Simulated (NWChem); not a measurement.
# BP86/def2-QZVP (core potential) run of RbI (SMILES [Rb][I])

What is the vertical ionisation energy of RbI at BP86/def2-QZVP (core potential)? 

The results are computed with NWChem 7.3.0.

2 further runs of the same task are left out: 2 that didn't finish.

## (1) Starting point

RbI has 2 atoms, charge 0, and is taken as a singlet. As SMILES, `[Rb][I]`. The bond length is the measured one.

Bond lengths: Rb1–I2 3.177 Å.

## (2) A single-point energy at BP86/def2-QZVP (core potential)

Contents of job.xyz:

```xyz
2
IRb BP86
Rb     0.000000     0.000000     0.000000
I      0.000000     0.000000     3.176879
```

Contents of job.nw:

```
start job
title "IRb BP86"
memory stack 880 mb heap 220 mb global 1100 mb

geometry units angstrom noautosym nocenter noautoz
  load format xyz job.xyz
end

basis spherical bse
  * library def2-QZVP
end

ecp bse
  Rb library def2-QZVP
  I library def2-QZVP
end

dft
  xc becke88 perdew86
  grid fine
  convergence energy 1e-08
  iterations 100
  mulliken
  noprint "final vectors analysis"
end

task dft
```

The run is started by

```sh
nwchem job.nw > job.out
```

The program printed:

```text
[...]
          Wavefunction type:  closed shell.
          No. of atoms     :     2
          No. of electrons :    34
[...]
          Charge           :     0
          Spin multiplicity:     1
[...]
          AO basis - number of functions:   131
[...]
              XC Information
              --------------
                    Becke 1988 Exchange Functional  1.000
                Perdew 1981 Correlation Functional  1.000 local
                Perdew 1986 Correlation Functional  1.000 non-local
[...]
 d= 0,ls=0.0,diis     1   -322.0282834333 -3.60D+02  8.79D-03  2.69D-01    11.4
[...]
 d= 0,ls=0.0,diis    10   -322.0604988383 -3.94D-10  1.04D-07  4.20D-10    78.9
         Total DFT energy =     -322.060498838260
      One electron energy =     -635.071758745111
           Coulomb energy =      301.733924333405
    Exchange-Corr. energy =      -26.201234124969
 Nuclear repulsion energy =       37.478569698415
[...]
      Total Density - Mulliken Population Analysis
     ---------------------------------------------
    Atom       Charge   Shell Charges
 -----------   ------   -------------------------------------------------------
    1 Rb   9     8.25   0.03 -0.31  1.51  0.76  0.11  0.00  0.00  3.95  1.67  0.37  0.02  0.01  0.02  0.08  0.02  0.00  0.00
    2 I   25    25.75   0.04  0.71  1.15  0.23  0.82  0.88  0.16 -0.01  5.45  0.80  1.76  2.64  1.11  8.93  0.91  0.15  0.01  0.00  0.00  0.00  0.00  0.00
[...]
```

Wall time 80 s (1 thread of AMD EPYC 7R43 (Zen 3), shared host); peak memory 0.14 GiB.

## (3) The doublet cation

Contents of input.xyz:

```xyz
2

Rb     0.000000     0.000000     0.000000
I      0.000000     0.000000     3.176879
```

Contents of input.nw:

```
start input
memory 2200 mb
charge 1

geometry noautosym nocenter noautoz
  load format xyz input.xyz
end

basis spherical bse
  * library def2-QZVP
end

ecp bse
  Rb library def2-QZVP
  I library def2-QZVP
end

dft
  xc becke88 perdew86
  mult 2
  grid fine
  convergence energy 1e-08
  iterations 100
  mulliken
  noprint "final vectors analysis"
end

task dft
```

The run is started by

```sh
nwchem input.nw > input.out
```

The program printed:

```text
[...]
          Wavefunction type:  spin polarized.
          No. of atoms     :     2
          No. of electrons :    33
[...]
          Charge           :     1
          Spin multiplicity:     2
[...]
          AO basis - number of functions:   131
[...]
              XC Information
              --------------
                    Becke 1988 Exchange Functional  1.000
                Perdew 1981 Correlation Functional  1.000 local
                Perdew 1986 Correlation Functional  1.000 non-local
[...]
 d= 0,ls=0.0,diis     1   -321.6721503950 -3.59D+02  4.88D-03  5.00D-01    11.6
[...]
 d= 0,ls=0.5,diis    18   -321.7759791933 -6.05D-09  2.31D-07  1.04D-09   170.2
[...]
         Total DFT energy =     -321.775979196092
      One electron energy =     -626.394207038348
           Coulomb energy =      293.114066012706
    Exchange-Corr. energy =      -25.974407868866
 Nuclear repulsion energy =       37.478569698415
[...]
      Total Density - Mulliken Population Analysis
     ---------------------------------------------
    Atom       Charge   Shell Charges
 -----------   ------   -------------------------------------------------------
    1 Rb   9     8.07   0.03 -0.30  1.50  0.76  0.05 -0.01  0.00  3.96  1.70  0.33  0.00  0.00  0.01  0.03  0.00  0.00  0.00
    2 I   25    24.93   0.04  0.71  1.15  0.23  0.88  0.90  0.09 -0.01  5.44  0.79  1.70  2.49  0.50  8.94  0.92  0.15  0.01  0.00  0.00  0.00  0.00  0.00
[...]
      <S2> =      0.7527 (Exact =     0.7500)
[...]
```

Wall time 3 min (1 thread of AMD EPYC 7R43 (Zen 3), shared host); peak memory 0.15 GiB.

## (4) Results

Level: BP86/def2-QZVP (core potential).

| quantity | value |
| --- | --- |
| singlet RbI: total energy | -322.06050 Eh |
| singlet RbI: dipole moment | 11.10 D |
| doublet cation: total energy | -321.77598 Eh |
| doublet cation: ⟨S²⟩ | 0.753 |
| vertical ionisation energy (to the doublet cation) | 7.742 eV |

Removing an electron at fixed nuclei costs 7.74 eV (747 kJ/mol).
